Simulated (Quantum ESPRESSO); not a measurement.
# Ga3P in Quantum ESPRESSO: the effect of target pressure

Crystal: Ga3P.

```
Ga P
1.0
     0.00000    3.26427    3.26427
     3.26427    0.00000    3.26427
     3.26427    3.26427    0.00000
Ga P
3 1
Direct
  0.50000 0.50000 0.50000
  0.25000 0.25000 0.25000
  0.75000 0.75000 0.75000
  0.00000 0.00000 0.00000
```

The cell was built by a generator and needn't be a form met in nature.

Alike in all runs:

```yaml
Program: Quantum ESPRESSO 7.5
Task: phonons
Functional: LDA
Potentials_or_basis: PseudoDojo 0.4.1 SR LDA standard
Cutoff: 1088 eV
Density_cutoff: 4354 eV
k_mesh: 5 × 5 × 5
Occupations: cold, width 0.2 eV
Spin: no spin polarisation
```

Each run relaxes the cell or the atoms first.

| target pressure | relaxed volume (Å³/atom) | highest phonon frequency (cm⁻¹) |
| --- | --- | --- |
| 0 GPa | ? | ? |
| 2 GPa | 16.21 | 150 |
| 5 GPa | 15.71 | 161 |
| 10 GPa | 15.01 | 178 |
| 15 GPa | 14.44 | 195 |

Question: What does the run with target pressure 0 GPa give?

Answer: Relaxed volume 16.60 Å³/atom; highest phonon frequency 142 cm⁻¹.

Worked out: In Murnaghan's law V^(-B') rises as a straight line in P. The other rows fit best with B' = 3.7, V0 = 16.59 Å³/atom and B0 = 83 GPa, which gives 16.59 Å³/atom at 0 GPa, against the run's 16.60. A straight line through the other rows of the highest phonon frequency, of slope 3.45 cm⁻¹ per GPa, extrapolates to 143 cm⁻¹, against the run's 142.

Caveats: the mesh is thin for the phonons of a metal; the cell is more than 3 GPa from zero pressure, which shifts response properties (some runs); the volume moved by over 15 % at a fixed basis, so the end points are rough (some runs).
